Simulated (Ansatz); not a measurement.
This script for cell relaxations under several functionals of Cs, space group Fm-3m with Ansatz 0.2.0, Python API holds a mistake.

Contents of `POSCAR`:
```text
Cs
1.0
   0.00000000    2.99200000    2.99200000
   2.99200000    0.00000000    2.99200000
   2.99200000    2.99200000    0.00000000
Cs
1
Direct
   0.00000000    0.00000000    0.00000000
```

`cs_lattice.py`:
```python
"""How the lattice of Cs depends on the functional."""

import ansatz as az
from ase.io import read
import numpy as np

def edges_and_angles(cell):
    cell = np.asarray(cell)
    a, b, c = np.linalg.norm(cell, axis=1)
    cosines = cell[1] @ cell[2] / (b * c), cell[0] @ cell[2] / (a * c), cell[0] @ cell[1] / (a * b)
    return (a, b, c, *np.degrees(np.arccos(cosines)))

atoms = read("POSCAR", format="vasp")
structure = az.Crystal.from_ase(atoms)

model = (
    structure.calculation()
    .occupations("cold", width=0.1)
    .kpoints(spacing=0.32)
    .basis(30)
    .scf(max_iterations=90)
    .relax(cell=True, max_steps=30)
)

levels = [("blyp", "d3bj"), ("r2scan", "d4"), ("pbesol", "none")]
print("level            a       b       c    alpha   beta  gamma  V/atom  steps")
for name, dispersion in levels:
    seen = []
    run = model.functional(name, dispersion=dispersion).session().plan()
    res = run.execute(on_event=lambda e: seen.append(e) if e["event"] == "relax_step" else None)
    cell = res.lattice.cell_ang
    label = name if dispersion == "none" else f"{name}+{dispersion}"
    print("{:13s} {:7.4f} {:7.4f} {:7.4f} {:6.2f} {:6.2f} {:6.2f}".format(label, *edges_and_angles(cell)), f"{abs(np.linalg.det(cell)) / len(res.lattice.sites):7.3f} {len(seen):5d}")
```

`python cs_lattice.py` gives:
```text
level            a       b       c    alpha   beta  gamma  V/atom  steps
DeckWarning: basis.ecutwfc = 30 eV is below the records' recommended 420 eV, and the density's cutoff is lower with it unless basis.ecutrho_ratio is high enough to keep the records' density cutoff: compare with a run at a higher cutoff
Traceback (most recent call last):
  File "cs_lattice.py", line 30, in <module>
    res = run.execute(on_event=lambda e: seen.append(e) if e["event"] == "relax_step" else None)
ansatz.StepError: n_bands = 9 exceeds the smallest per-k basis n_pw = 5 on this cell (volume 16.530 Å³); raise `basis.ecutwfc`, or lower `scf.n_extra_bands` until the run solves fewer than 5 bands, so that the eigensolver has room, keeping enough bands for the occupied states — the relaxation's steps converged, and the SCF that follows them selects its plane waves again on the cell that they reached, which has fewer than the deck's; a deck that raises the cutoff must drop `checkpoint.read` where its state is then refused
The last result that the run could keep is in <dir> where next_state_free_energy_ev on a file's second line is a number, the run has left its state, where lower_state_in_no_save there is true it has gone on to a lower one that no save has, where lower_state_not_kept there is true it has shown a lower one that it does not keep, where withdrawn there is true it has taken that telling back, where relaxation_convergence_pending there is true the relaxation had not been seen to end on it, where checkpoint_pending there is true a resume need not go on from it, and where ended_on there is non_converged, with further_exchange_loops ahead (goes_on_to, as later_telling there has it, where it stands), the run gives no result, that one neither; one whose goes_on_to is unconverged_end is of a structure not shown to be relaxed.
```
(Warnings from the package without file and line.)

Why does it end like this?

The fault: a cutoff meant in rydberg is read as eV, so the basis is far too small. The change:

```diff
--- before
+++ after
@@ -19,3 +19,3 @@
     .kpoints(spacing=0.32)
-    .basis(30)
+    .basis(48 * az.Ry)
     .scf(max_iterations=90)
```

After the fix:

Running `python cs_lattice.py` prints:
```text
level            a       b       c    alpha   beta  gamma  V/atom  steps
blyp+d3bj      5.3346  5.3346  5.3346  60.00  60.00  60.00 107.350     9
r2scan+d4      5.5952  5.5952  5.5952  60.00  60.00  60.00 123.864    10
pbesol         5.3838  5.3838  5.3838  60.00  60.00  60.00 110.347     9
```

BLYP and dispersion corrections can be off by several per cent in the lattices of metals, and by several GPa in the pressure at a fixed cell. For a metal this k-point mesh is coarse: on a finer one energies can move by several to tens of meV an atom and pressures by half a GPa or more, differences at one mesh by less. A cell that swells this much on relaxing started as a compressed, perhaps high-pressure structure. Edges and angles are those of the cell as typed, here a primitive one, not of the conventional cell. This isn't the structure that Cs takes at ambient conditions. It ran for 59 s on 1 thread of Arm Neoverse V1, on a shared host, peak memory 0.98 GiB.
